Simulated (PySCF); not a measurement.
# C7H7N: the cost of one run

Programs: PySCF 2.14.0, with density-fitted response routines of our own. Each step states its level of theory. These are calculated values for one molecule, in the gas phase or a continuum, unless marked as measured. Atoms count from 0, in the outputs and in this text.

### Step 1. Starting geometry

15 atoms, charge 0, multiplicity 1; geometry from: GFN2-xTB. The atoms were then displaced at random by about 0.01 Å, so the start is not that level's minimum.

Bonds of the start (Å): C0–C1 1.34, C1–C2 1.45, C2–C3 1.30, C3–C4 1.48, C4–C5 1.34, C4–C6 1.41, C6–N7 1.15, C0–H8 1.09, C0–H9 1.05, C1–H10 1.09, C2–H11 1.07, C3–H12 1.07, C5–H13 1.09, C5–H14 1.09.

### Step 2. Geometry optimisation at PBE0-D3(BJ)/def2-SVP

Job settings and geometry (Å):

```
{"job": {"xc": "PBE0", "basis": "def2-SVP", "d3": "d3bj", "grid": 1, "shake": 0.01, "kind": "geom"}, "charge": 0, "multiplicity": 1}
C      3.139680     0.241470    -0.355290
C      2.049670    -0.194240     0.295420
C      0.681430     0.115530    -0.089280
C     -0.339340    -0.340070     0.576310
C     -1.745940    -0.050940     0.205550
C     -2.812520    -0.506240     0.883010
C     -1.946940     0.787430    -0.914590
N     -2.122080     1.466630    -1.830290
H      3.012830     0.906710    -1.204880
H      4.120980     0.022670    -0.048700
H      2.171820    -0.829370     1.173060
H      0.577040     0.756480    -0.939280
H     -0.276540    -0.970130     1.435850
H     -3.830920    -0.267330     0.593820
H     -2.694500    -1.155990     1.747960
```

Run with:

```console
OMP_NUM_THREADS=1 python probes_run.py task.json out
```

One launch serves the whole session: the jobs run in the order shown.

Q: Estimate the wall time and peak memory of this first job on 1 thread of AMD EPYC, shared host.

About 1.9 min, with a peak of 0.57 GiB.
